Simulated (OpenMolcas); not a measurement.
**CH7NSn (SMILES C[NH][SnH3]): a chain of runs**

We compute a single-point energy (HF/ANO-RCC-VDZ), then the vertical excitations (CIS(30,43)/ANO-RCC-VDZ) of CH7NSn. 

Program for the calculation: OpenMolcas 26.06.

### Step 1. The molecule

CH7NSn: 10 atoms, total charge 0, spin state singlet. As SMILES, `C[NH][SnH3]`. Geometry: relaxed at PBE0-D4/def2-TZVP.

Bond lengths: C1–N2 1.451 Å, N2–Sn3 2.028 Å, C1–H4 1.095 Å, C1–H5 1.094 Å, C1–H6 1.101 Å, N2–H7 1.011 Å, Sn3–H8 1.705 Å, Sn3–H9 1.706 Å, Sn3–H10 1.718 Å. Some angles: C1–N2–Sn3 118.3°, C1–N2–H7 111.0°, Sn3–N2–H7 112.3°, N2–C1–H4 110.3°, N2–C1–H5 109.7°, N2–C1–H6 115.2°, N2–Sn3–H8 106.4°, N2–Sn3–H9 105.8°, N2–Sn3–H10 112.2°, H4–C1–H5 106.6°.

### Step 2. A single-point energy at HF/ANO-RCC-VDZ (DKH2, RICD fitting) (run 1)

Contents of step1.inp:

```
* CH7NSn Hartree-Fock

&GATEWAY
  Coord
  10
  angstrom
  C       -0.898400       0.758000      -0.879200
  N       -0.343000      -0.532900      -0.516500
  Sn       0.897300      -0.629400       1.085100
  H       -1.664200       0.637600      -1.652700
  H       -1.396800       1.201100      -0.011700
  H       -0.168200       1.494600      -1.247500
  H        0.037300      -1.004000      -1.326200
  H        1.451700      -2.239000       1.169900
  H       -0.052600      -0.195500       2.433700
  H        2.220200       0.458400       0.948000
  Basis=ANO-RCC-VDZ
  Group=NoSym
  RICD

&SEWARD

&SCF
  PrOrbitals=1 1
```

The run is started by

```bash
export MOLCAS_MEM=1860
pymolcas step1.inp > step1.log
```

Output (excerpt; [...] marks lines left out):

```text
--- Start Module: gateway ---
[...]
--- Stop Module: gateway /rc=_RC_ALL_IS_WELL_ ---
[...]
--- Start Module: seward ---
[...]
      Basis functions           63
--- Stop Module: seward /rc=_RC_ALL_IS_WELL_ ---
[...]
--- Start Module: scf ---
[...]
       Convergence after  12 Iterations
[...]
::    Total SCF energy                              -6268.7952341884
[...]
      Total spin, S                                     0.0000000000
[...]
      Total electronic charge=   70.000000
      Total            charge=   -0.000000
[...]
      Dipole Moment (debye):
      Origin of the operator (angstrom)=    0.6043   -0.4804    0.7364
                   X=  9.2207E-01               Y=  5.8606E-01               Z= -5.3402E-01           Total=  1.2161E+00
      Quadrupole Moment (debye*angstrom):
[...]
--- Stop Module: scf /rc=_RC_ALL_IS_WELL_ ---
[...]
```

Wall time 6.6 s (1 thread of Intel Xeon 6975P-C (Granite Rapids), shared host); peak memory 0.33 GiB.

### Step 3. The excited states at CIS(30,43)/ANO-RCC-VDZ (DKH2, RICD fitting) (run 2)

Contents of step2.input:

```
>>> EXPORT MOLCAS_PRINT=2
&GATEWAY
Coord
10
angstrom
C       -0.898400       0.758000      -0.879200
N       -0.343000      -0.532900      -0.516500
Sn       0.897300      -0.629400       1.085100
H       -1.664200       0.637600      -1.652700
H       -1.396800       1.201100      -0.011700
H       -0.168200       1.494600      -1.247500
H        0.037300      -1.004000      -1.326200
H        1.451700      -2.239000       1.169900
H       -0.052600      -0.195500       2.433700
H        2.220200       0.458400       0.948000
Basis = ANO-RCC-VDZ
Group = NoSym
RICD
&SEWARD
&RASSCF
FileOrb = $CurrDir/step1.ScfOrb
Spin = 1
Nactel = 30 1 1
Inactive = 20
Ras1 = 15
Ras2 = 0
Ras3 = 28
CIRoot = 5 5 1
OrbListing = Nothing
CIOnly
```

The run is started by

```bash
export MOLCAS_MEM=1860
pymolcas step2.input > step2.log
```

Output (excerpt; [...] marks lines left out):

```text
--- Start Module: gateway ---
[...]
--- Stop Module: gateway /rc=_RC_ALL_IS_WELL_ ---
[...]
      Basis functions           63
[...]
      Number of active orbitals                 43
[...]
      Spin quantum number                      0.0
[...]
      Active orbitals                           43
[...]
      Number of CSFs                           421
[...]
      Number of root(s) required                 5
[...]
      Natural orbitals and occupation numbers for root  1
      sym 1:   2.000000   2.000000   2.000000   2.000000   2.000000   2.000000   2.000000   2.000000   2.000000   2.000000
               2.000000   2.000000   2.000000   2.000000   2.000000  -0.000000  -0.000000  -0.000000  -0.000000  -0.000000
              -0.000000  -0.000000  -0.000000  -0.000000  -0.000000  -0.000000  -0.000000   0.000000   0.000000  -0.000000
               0.000000  -0.000000  -0.000000  -0.000000  -0.000000  -0.000000  -0.000000  -0.000000   0.000000   0.000000
[...]
      Natural orbitals and occupation numbers for root  2
      sym 1:   1.999998   2.000000   1.999995   2.000000   1.999999   1.999991   1.999952   1.999925   1.999628   1.996715
               1.999823   1.998484   1.999853   1.994718   1.010920   0.989080   0.000177   0.005282   0.003285   0.000048
               0.001516   0.000372   0.000000  -0.000000   0.000075  -0.000000   0.000147   0.000005   0.000009   0.000002
               0.000001   0.000000   0.000000  -0.000000   0.000000   0.000000  -0.000000  -0.000000  -0.000000  -0.000000
[...]
      Natural orbitals and occupation numbers for root  3
      sym 1:   1.999999   2.000000   1.999987   2.000000   2.000000   1.999966   1.999918   1.999947   1.999714   1.997549
               1.999495   1.985065   1.999838   1.993974   1.024549   0.975451   0.014935   0.002451   0.006026   0.000001
               0.000162   0.000053   0.000505   0.000034   0.000082   0.000286   0.000013   0.000000  -0.000000  -0.000000
              -0.000000   0.000000   0.000000   0.000000  -0.000000  -0.000000  -0.000000  -0.000000  -0.000000  -0.000000
[...]
::    RASSCF root number  1 Total energy:  -6268.79523480
::    RASSCF root number  2 Total energy:  -6268.56719863
::    RASSCF root number  3 Total energy:  -6268.51830610
::    RASSCF root number  4 Total energy:  -6268.49041049
::    RASSCF root number  5 Total energy:  -6268.47754435
[...]
      Total electronic charge=   70.000000
      Total            charge=   -0.000000
[...]
```

Wall time 12 s (1 thread of Intel Xeon 6975P-C (Granite Rapids), shared host); peak memory 0.33 GiB.

The roots found:

```csv
excited state,energy (eV)
1,6.205
2,7.536
3,8.295
4,8.645
```

### Step 4. Results

```
                                                                        quantity           value
                                             run 1, HF/ANO-RCC-VDZ: total energy  -6268.79523 Eh
                                            run 1, HF/ANO-RCC-VDZ: dipole moment          1.22 D
                                              run 1, HF/ANO-RCC-VDZ: HOMO energy        -9.81 eV
                                              run 1, HF/ANO-RCC-VDZ: LUMO energy         2.35 eV
                                            run 1, HF/ANO-RCC-VDZ: HOMO–LUMO gap        12.16 eV
                run 2, CIS(30,43)/ANO-RCC-VDZ: ground-state or mean-field energy  -6268.79523 Eh
                       run 2, CIS(30,43)/ANO-RCC-VDZ: dipole moment (CI density)          1.22 D
run 2, CIS(30,43)/ANO-RCC-VDZ: lowest excitation energy within this active space         6.21 eV
```

**Reading.** Mulliken charges (run 1, HF/ANO-RCC-VDZ) run from -0.95 on N2 to +1.03 on Sn3; they depend strongly on the basis. The basis has no diffuse functions, so Rydberg states are missing or pushed up, and the true lowest state may lie lower. Mulliken charges (run 2, CIS(30,43)/ANO-RCC-VDZ) run from -0.95 on N2 to +1.03 on Sn3.
